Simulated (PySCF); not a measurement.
Cl2GaH, in a box:

```
CELL_PARAMETERS angstrom
12.00000 0.00000 0.00000
0.00000 13.00000 0.00000
0.00000 0.00000 11.00000
ATOMIC_POSITIONS crystal
Cl 0.37725 0.49802 0.44085
Ga 0.54770 0.51672 0.48940
Cl 0.62492 0.38412 0.56533
H 0.61078 0.61911 0.47086
```

Base run:

```yaml
Program: PySCF 2.14.0
Functional: OLYP
Dispersion: D3(BJ)
Potentials_or_basis: def2-svp (all-electron)
k_mesh: 1 × 1 × 1
Occupations: fixed
Spin: no spin polarisation
```

Its results: gap between the frontier levels 5.37 eV.

Problem. After a change of settings the same cell gave: gap between the frontier levels 6.63 eV. Which change was it?
A. functional from OLYP to HSE06
B. functional from OLYP to SCAN; dispersion from D3(BJ) to D3
C. functional from OLYP to SVWN5; dispersion from D3(BJ) to none

Solution. A.

HSE06 gives the wider gap, since exact exchange removes part of the self-interaction.

Caveats: this is a molecule in a periodic box at the Γ point, so its band gap is the HOMO-LUMO gap; relativity is left out, which matters for the heavier elements; the basis of atomic orbitals isn't converged, which shifts pressures, moduli and gaps; this program's HSE differs a little from the usual definition (some runs).

Runs at the PBE level aren't shown here.
